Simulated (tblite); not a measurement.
**doublet C2H4BCl+ at GFN1-xTB**

Aim: energy and gradient of doublet C2H4BCl+. Input form: a Python script.

Program for the calculation: tblite 0.8.0.

21 further runs of the same task are left out: 21 set aside as unsound or not needed.

## (1) Starting point

C2H4BCl+: 8 atoms, total charge +1, spin state doublet. SMILES of the parent species: `C=CBCl`. The coordinates come from a PBE0-D4/def2-TZVP relaxation. That shape belongs to the parent species and isn't relaxed for this state.

Bond lengths: C1–C2 1.337 Å, C2–B3 1.531 Å, B3–Cl4 1.750 Å, C1–H5 1.086 Å, C1–H6 1.086 Å, C2–H7 1.088 Å, B3–H8 1.194 Å. Angles: C1–C2–B3 119.9°, C2–B3–Cl4 121.0°, C1–C2–H7 118.9°, B3–C2–H7 121.2°, C2–C1–H5 120.8°, C2–C1–H6 122.7°, C2–B3–H8 121.9°, Cl4–B3–H8 117.1°, H5–C1–H6 116.4°.

## (2) Energy and gradient at GFN1-xTB

run.py reads:

```python
# GFN1-xTB energy and gradient
import json
import numpy as np
from tblite.interface import Calculator

symbols = ["C", "C", "B", "Cl", "H", "H", "H", "H"]
numbers = np.array([6, 6, 5, 17, 1, 1, 1, 1])
positions = np.array([
    [0.357400, 1.219900, -0.260000],
    [0.353800, 0.057700, 0.401100],
    [-0.528600, -1.094400, -0.086400],
    [-0.555100, -2.627600, 0.756600],
    [-0.259700, 1.360400, -1.142800],
    [0.965100, 2.067000, 0.044900],
    [0.984000, -0.048700, 1.281300],
    [-1.225000, -0.991500, -1.050400],
]) / 0.52917721  # angstrom to bohr

xtb = Calculator("GFN1-xTB", numbers, positions, charge=1, uhf=1)
xtb.set("accuracy", 0.1)
result = xtb.singlepoint()

print(f"Total energy: {result.get('energy'):.8f} Eh")
eps = np.atleast_2d(result.get("orbital-energies")) * 27.211386
occ = np.atleast_2d(result.get("orbital-occupations"))
filled = occ.sum(axis=0) if eps.shape[0] == 1 else occ[0]
homo = np.nonzero(filled > 0.5)[0].max()
print("  MO   occupation   energy/eV")
for i in range(max(0, homo - 4), min(eps.shape[1], homo + 5)):
    print(f"{i + 1:4d} {filled[i]:10.4f} {eps[0, i]:12.4f}")
mu = result.get("dipole") * 2.541746
print(f"|mu|: {np.linalg.norm(mu):.4f} D, components " + " ".join(f"{c:.4f}" for c in mu))
q = result.get("charges")
g = result.get("gradient")
print("atom     charge      dE/dx        dE/dy        dE/dz   (Eh/bohr)")
for i, s in enumerate(symbols):
    print(f"{s:<2}{i + 1:<3} {q[i]:9.4f} {g[i, 0]:12.7f} {g[i, 1]:12.7f} {g[i, 2]:12.7f}")
print(f"gradient norm {np.linalg.norm(g):.6f} Eh/bohr")
out = {k: np.asarray(result.get(k)).tolist() for k in ("energy", "gradient", "charges", "dipole", "orbital-energies", "orbital-occupations")}
out.update(symbols=symbols, positions=(positions * 0.529177210903).tolist())
json.dump(out, open("results.json", "w"))
```

Command:

```bash
$ python run.py
```

What values should one expect? Wanted: total energy; HOMO energy; LUMO energy; largest force on an atom.

Computed results:

Level: GFN1-xTB.

| quantity | value |
| --- | --- |
| total energy | -11.47769 Eh |
| HOMO energy (as the program lists it) | -17.97 eV |
| LUMO energy (as the program lists it) | -14.41 eV |
| largest force on an atom | 1.751 eV/Å |
